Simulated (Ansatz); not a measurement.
CSe2:

```
CELL_PARAMETERS angstrom
3.56977 -2.99478 0.00000
3.56977 2.99478 0.00000
0.00000 0.00000 9.46265
ATOMIC_POSITIONS crystal
Se 0.21242 0.78758 0.87938
Se 0.78758 0.21242 0.12061
Se 0.28758 0.71242 0.37938
Se 0.71242 0.28758 0.62062
C 0.00000 0.00000 0.00000
C 0.50000 0.50000 0.50000
```

The cell comes from a database or a generator and needn't be the stable form of this composition.

- Program: Ansatz 0.2.0
- Task: single point
- Functional: PBE
- Potentials or basis: Ansatz PAW
- Cutoff: 420 eV (not typed: the program's choice for these potentials)
- k mesh: 6 × 6 × 3
- Occupations: fermi-dirac, width 0.05 eV
- Spin: no spin polarisation

On this cell: pressure 0.0 GPa; largest force 0.171 eV/Å; band gap on the k mesh 2.35 eV, indirect (least direct gap 2.45 eV).

The same run follows on a disturbed copy (atoms moved at random, drawn with an rms of 0.05 Å):

```
CELL_PARAMETERS angstrom
3.56977 -2.99478 0.00000
3.56977 2.99478 0.00000
0.00000 0.00000 9.46265
ATOMIC_POSITIONS crystal
Se 0.21687 0.78520 0.88523
Se 0.79281 0.20972 0.11748
Se 0.29851 0.72139 0.37651
Se 0.71529 0.28240 0.61915
C 0.00182 0.98463 0.99933
C 0.49675 0.50484 0.49341
```

Problem. What changes?

Solution. The energy moves by +30.3 meV/atom; pressure 0.9 GPa; largest force 3.398 eV/Å; band gap on the k mesh 2.36 eV, indirect (least direct gap 2.50 eV).

Forces on the atoms (eV/Å):
```
Se  -0.037 -1.816 -1.595
Se  -0.119 -0.130 -0.071
Se  -0.007  1.008 -0.906
Se  -0.016  1.513 -1.353
C    0.156  1.951  1.652
C    0.022 -2.525  2.273
```

Stress tensor (GPa, compression positive):
```
 0.34 -0.05 -0.09
-0.05  1.41  2.01
-0.09  2.01  1.05
```

Caveats: odd divisions of the mesh miss points on the zone boundary, where band edges often lie, so the gap on the mesh can be too wide.

A k mesh can miss the band edges.
